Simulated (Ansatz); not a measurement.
# ZnReH: the cost of one run

Computed with Ansatz 0.2.0 (DFT PBE, scalar-relativistic, plane waves, PAW, unless a step's input says otherwise).

### Step 1. The structure to begin with

It takes space group P-6m2 (No. 187, hexagonal). The conventional cell has a = 3.340 Å, b = 3.340 Å, c = 3.405 Å, α = 90.00°, β = 90.00°, γ = 120.00°. Zn (site symmetry -6m2) is surrounded by 3 H at 1.93 Å. Re (site symmetry -6m2) has 6 H at 2.57 Å and 6 Zn at 2.57 Å as nearest neighbours. H (site symmetry -6m2) has 3 Zn at 1.93 Å and 6 Re at 2.57 Å as nearest neighbours.

Structure file:

```cif
data_structure
_symmetry_space_group_name_H-M 'P-6m2'
_symmetry_Int_Tables_number 187
_cell_length_a 3.3402
_cell_length_b 3.3402
_cell_length_c 3.4051
_cell_angle_alpha 90.000
_cell_angle_beta 90.000
_cell_angle_gamma 120.000
_cell_volume 32.90
loop_
_atom_site_label
_atom_site_type_symbol
_atom_site_symmetry_multiplicity
_atom_site_Wyckoff_symbol
_atom_site_fract_x
_atom_site_fract_y
_atom_site_fract_z
_atom_site_occupancy
Zn1 Zn 1 a 0.00000 0.00000 0.00000 1
Re1 Re 1 f 0.66667 0.33333 0.50000 1
H1 H 1 c 0.33333 0.66667 0.00000 1
```

Recipe of the guess: species swapped into a database cell of YHSe (P-6m2, No. 187), with Zn on the Y sites and Re on the Se sites. Lengths come from tabulated atomic sizes and are only a guess.

### Step 2. A first look at the guess

The input, input.yaml:

```yaml
crystal:
  lattice:
    - [3.34018955, 0.0, 0.0]
    - [-1.67009477, 2.892689, 0.0]
    - [0.0, 0.0, 3.40507976]
  atoms:
    - { symbol: Zn, position: [0.0, 0.0, 0.0] }
    - { symbol: Re, position: [0.66666667, 0.33333333, 0.5] }
    - { symbol: H, position: [0.33333333, 0.66666667, 0.0] }
basis:
  ecutwfc: 420
kpoints:
  mp_grid: { grid: [6, 6, 6] }
hamiltonian:
  xc: pbe
scf:
  occupations: { method: gaussian, width: 0.1 }
  lower_state_search: "off"
output:
  forces: true
  stress: true
  eigenvalues: true
```

Command:

```console
> ansatz run input.yaml --threads 1 --pin off --max-ram 2560MiB --backend cpu --events-out ev --progress --plain --runs-dir out
```

What time and memory should one allow on 1 thread of Arm Neoverse V1, shared host?

About 1.9 s, with a peak of 0.29 GiB.
